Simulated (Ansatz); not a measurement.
# Rh: the cost of one run

Computed with Ansatz 0.2.0 (DFT LDA, scalar-relativistic, unless a step's input says otherwise).

2 further runs of the same task are left out: 2 set aside as unsound or not needed.

### Step 1. The starting structure

The structure is cubic, space group Fm-3m (No. 225). The conventional cell has a = 3.803 Å, b = 3.803 Å, c = 3.803 Å, α = 90.00°, β = 90.00°, γ = 90.00°. Around Rh (site symmetry m-3m) lie 12 Rh at 2.69 Å.

Coordinates:

```xyz
1
Lattice="0.0000 1.9016 1.9016 1.9016 0.0000 1.9016 1.9016 1.9016 0.0000" Properties=species:S:1:pos:R:3 pbc="T T T"
Rh    0.0000    0.0000    0.0000
```

### Step 2. After the deformation

Space group Fm-3m before, I4/mmm after.

### Step 3. Full-potential LAPW

Contents of input.yaml:

```yaml
crystal:
  lattice:
    - [0.0, 1.90155, 1.863519]
    - [1.90155, 0.0, 1.863519]
    - [1.90155, 1.90155, 0.0]
  atoms:
    - { symbol: Rh, position: [0.0, 0.0, 0.0] }
kpoints:
  mp_grid: { grid: [16, 16, 16] }
  band_path:
    path:
      - [0.0, 0.0, 0.0]
      - [0.0, 0.5, 0.5]
      - [0.25, 0.75, 0.5]
      - [0.0, 0.5, 0.0]
      - [0.0, 0.0, 0.0]
      - [0.5, 0.5, 0.0]
      - [0.3801541025, 0.6198458975, 0.0]
      - [-0.3801541025, 0.3801541025, 0.0]
      - [0.0, 0.0, 0.0]
    npoints: 5
scf:
  occupations: { method: fermi_dirac, width: 0.03 }
hamiltonian:
  xc: lda
  pseudopotentials: { kind: all_electron, lapw: { basis_error: 0.00025 } }
output:
  forces: true
  stress: true
  eigenvalues: true
```

Command:

```console
$ ansatz run input.yaml --threads 1 --pin off --max-ram 3072MiB --backend cpu --events-out ev --progress --plain --runs-dir out
```

Q: Estimate wall time and peak memory on 1 thread of Intel Xeon Platinum 8488C (Sapphire Rapids), shared host.

About 28 s, with a peak of 0.66 GiB.
